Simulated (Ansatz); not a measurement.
# HBrF radical: geometry and frequencies at several levels

The task here is to estimate one member of a computed series from the others.

Method: the levels named in each step, in Ansatz 0.2.0.

## The starting structure

Bond lengths: F1–H3 0.937 Å.

Structure file:

```xyz
3

F     0.0000    0.0000   -1.4683
Br    0.0000    0.0000    2.0000
H     0.0000    0.0000   -0.5317
```

The first run:

Input file input.yaml:

```yaml
crystal:
  periodic: [false, false, false]
  atoms:
    - { symbol: F, position_ang: [0.0, 0.0, -1.40084678] }
    - { symbol: Br, position_ang: [0.0, 0.0, 1.85885482] }
    - { symbol: H, position_ang: [0.0, 0.0, -0.45799805] }
magnetization:
  spin_polarized: true
  initial_magnetization: 1
basis:
  gaussian: { orbitals: STO-3G }
hamiltonian:
  xc: hf
relax:
  f_tol: 0.002
  max_steps: 150
```

On the command line:

```console
> ansatz run input.yaml --threads 1 --pin off --max-ram 2560MiB --backend cpu --events-out ev --progress --plain --runs-dir out
```

Among the steps run: Relaxation, HF/STO-3G; Frequencies, HF/STO-3G; Relaxation, HF/def2-SVP; Frequencies, HF/def2-SVP; Relaxation, LDA/def2-SVP; Frequencies, LDA/def2-SVP; Relaxation, PBE-D4/def2-SVP; Frequencies, PBE-D4/def2-SVP; Relaxation, MP2/def2-TZVPP; Frequencies, MP2/def2-TZVPP.

One table of the session follows, with a row left open; its other results are not shown here.

```
             level  F1–H3 (Å)  rotational constants (MHz)  dipole (D)  highest frequency (cm⁻¹)
         HF/STO-3G     0.9548                      2715.9        1.55                      4484
       HF/def2-SVP     0.9020                      2359.2        2.36                      4461
      LDA/def2-SVP     0.9553                      3510.9        1.91                      3428
   PBE-D4/def2-SVP     0.9428                        3053        2.17                      3676
PBE0-D4/def2-TZVPP     0.9240                      2854.4        2.54                         -
    MP2/def2-TZVPP          ?                           ?           ?                         ?
```

Q: Estimate the row for MP2/def2-TZVPP from the others.

**Answer.** F1–H3 (Å): 0.9222; rotational constants (MHz): 2741.3; dipole (D): 2.41; highest frequency (cm⁻¹): 4057. In the column «F1–H3 (Å)» it lies between HF/def2-SVP (0.9020) and PBE0-D4/def2-TZVPP (0.9240).

To keep in mind: Warnings in the runs' records: vibrations at or below zero.
